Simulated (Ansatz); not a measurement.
# C5H13Al: the cost of one run

All numbers below are computed with Ansatz 0.2.0 (RKS PBE/6-31G*).

### Step 1. Starting point

Bond lengths (14 of 18 bonds, heavy atoms first): C1–C2 1.533 Å, C2–C3 1.509 Å, C2–C4 1.538 Å, C4–C5 1.484 Å, C4–Al6 2.068 Å, C1–H7 1.125 Å, C1–H8 1.123 Å, C1–H9 1.045 Å, C2–H10 1.095 Å, C3–H11 1.131 Å, C3–H12 1.120 Å, C3–H13 1.112 Å, C4–H14 1.174 Å, C5–H15 1.097 Å. Angles (14 of 33 angles, heavy atoms first): C1–C2–C3 108.6°, C1–C2–C4 116.9°, C3–C2–C4 111.3°, C2–C4–C5 116.3°, C2–C4–Al6 115.3°, C5–C4–Al6 110.5°, C1–C2–H10 105.3°, C3–C2–H10 106.7°, C4–C2–H10 107.3°, C2–C1–H7 107.6°, C2–C1–H8 107.6°, C2–C1–H9 114.0°, C2–C3–H11 111.3°, C2–C3–H12 114.9°.

Its coordinates follow in the input file.

### Step 2. End point A

input.yaml

```yaml
crystal:
  periodic: [false, false, false]
  atoms:
    - { symbol: C, position_ang: [-0.7743, -1.8615, 0.3881] }
    - { symbol: C, position_ang: [0.2356, -0.8451, -0.1563] }
    - { symbol: C, position_ang: [1.3025, -0.6196, 0.8874] }
    - { symbol: C, position_ang: [-0.3295, 0.4882, -0.6753] }
    - { symbol: C, position_ang: [0.5987, 1.3324, -1.4686] }
    - { symbol: Al, position_ang: [-1.3293, 1.6314, 0.7285] }
    - { symbol: H, position_ang: [-1.5805, -1.9873, -0.3869] }
    - { symbol: H, position_ang: [-1.2622, -1.4061, 1.2914] }
    - { symbol: H, position_ang: [-0.3519, -2.7792, 0.6566] }
    - { symbol: H, position_ang: [0.7213, -1.3439, -1.0013] }
    - { symbol: H, position_ang: [1.7667, -1.5962, 1.2187] }
    - { symbol: H, position_ang: [0.9452, -0.1275, 1.828] }
    - { symbol: H, position_ang: [2.1075, 0.0295, 0.4781] }
    - { symbol: H, position_ang: [-1.238, 0.2163, -1.3672] }
    - { symbol: H, position_ang: [0.0632, 2.1548, -1.9584] }
    - { symbol: H, position_ang: [1.1145, 0.7677, -2.2102] }
    - { symbol: H, position_ang: [1.371, 1.8078, -0.7756] }
    - { symbol: H, position_ang: [-2.0906, 2.9731, 0.3085] }
    - { symbol: H, position_ang: [-1.3118, 1.1609, 2.271] }
basis:
  gaussian: { orbitals: "6-31G*" }
hamiltonian:
  xc: pbe
relax:
  f_tol: 0.02
  max_steps: 50
```

Command:

```sh
> ansatz run input.yaml --threads 2 --pin off --max-ram 3072MiB --backend cpu --events-out ev --progress --plain --runs-dir out
```

Q: Estimate wall time and peak memory on 2 threads of Arm Neoverse V1, shared host.

About 30 s, with a peak of 0.18 GiB.
